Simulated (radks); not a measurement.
**K⁴⁺ in [Ne] 3s2 3p3: an all-electron calculation**

What are the levels of the potassium ion K4+, how large are its shells, and how does its energy divide?

Method: scalar-relativistic Kohn-Sham, PBE, spin-polarised, spherical densities, point nucleus; open shells are filled with parallel spins first. Code: radks (a radial shooting solver on a logarithmic mesh, Libxc functionals) version 1.

### 1 The system

* element: potassium (Z = 19)
* charge: +4
* electrons: 15
* configuration: [Ne] 3s2 3p3

The outer shells:

K⁴⁺
```
[Ne] core
3s [↑↓]
3p [↑ ][↑ ][↑ ]
```

### 2 The run

The run's settings:

```text
Z 19
configuration [Ne] 3s2 3p3 4s0 3d0
relativity scalar-relativistic
functional pbe,pbe
spin polarised
nucleus point
c 137.035999084
```

Run with:

```bash
> python run_ks.py task.json out
```

The same process makes all the runs of this session.

What does the calculation give?

As calculated:

```
                        quantity                   value
                    total energy      -596.85363 hartree
exchange-correlation share of it                  5.31 %
                            −T/E                  1.0063
          highest occupied level       3p up, -73.383 eV
    most extended occupied level  3p up, <r> = 1.23 bohr
 radius at density 0.001 e/bohr³               2.71 bohr
    maxima of the radial density                       3
         ionisation energy, NIST     82.7 (semi-emp.) eV
```

What this shows: The radial density shows 3 maxima for 3 occupied principal shells. Relativity lifts −T/E to 1.006. Minus the highest eigenvalue, 73.383 eV, is 89 % of the tabulated ionisation energy (82.7 eV); the potential of a semilocal functional falls off too fast, so its top eigenvalue is too shallow. Open shells are spherical and high-spin; term and fine-structure splittings are not resolved.
